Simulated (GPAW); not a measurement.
Crystal: Ta3AsAu2O13.

```
CELL_PARAMETERS angstrom
5.24237 3.02668 4.14273
-5.24237 3.02668 4.14273
0.00000 -6.05337 4.14273
ATOMIC_POSITIONS crystal
Ta 0.23108 0.57229 0.23108
Ta 0.23108 0.23108 0.57229
Ta 0.57229 0.23108 0.23108
As 0.55878 0.55878 0.55878
Au 0.96559 0.96559 0.96559
Au 0.75105 0.75105 0.75105
O 0.40884 0.66762 0.40884
O 0.40884 0.40884 0.66762
O 0.66762 0.40884 0.40884
O 0.49726 0.01313 0.36024
O 0.36024 0.49726 0.01313
O 0.01313 0.36024 0.49726
O 0.36024 0.01313 0.49726
O 0.01313 0.49726 0.36024
O 0.49726 0.36024 0.01313
O 0.10963 0.74806 0.10963
O 0.10963 0.10963 0.74806
O 0.74806 0.10963 0.10963
O 0.30840 0.30840 0.30840
```

The cell was built by a generator and needn't be a form met in nature.

Base run:

| Property | Result |
| --- | --- |
| Program | GPAW 26.7.0 |
| Functional | GLLB-SC |
| Potentials or basis | the program's PAW data sets (release 1.2.1) made for this functional |
| Cutoff | 800 eV |
| Basis | pw |
| k mesh | 3 × 3 × 3 |
| Occupations | fermi-dirac, width 0.05 eV |
| Spin | no spin polarisation |

Its results: band gap on the k mesh with the derivative discontinuity 2.36 eV.

Q: The run is repeated on the same cell with these changes: functional from GLLB-SC to revPBE. What comes out?

A: Band gap on the k mesh 1.14 eV, indirect (least direct gap 1.19 eV).

Caveats: spin-orbit coupling is left out, which moves the levels of the heavy elements; the GLLB-SC gap is the Kohn-Sham gap of the path plus the derivative discontinuity (some runs); a model potential gives levels but no total energy (some runs); an odd mesh through Γ misses points on the zone boundary, where band edges often lie (some runs).
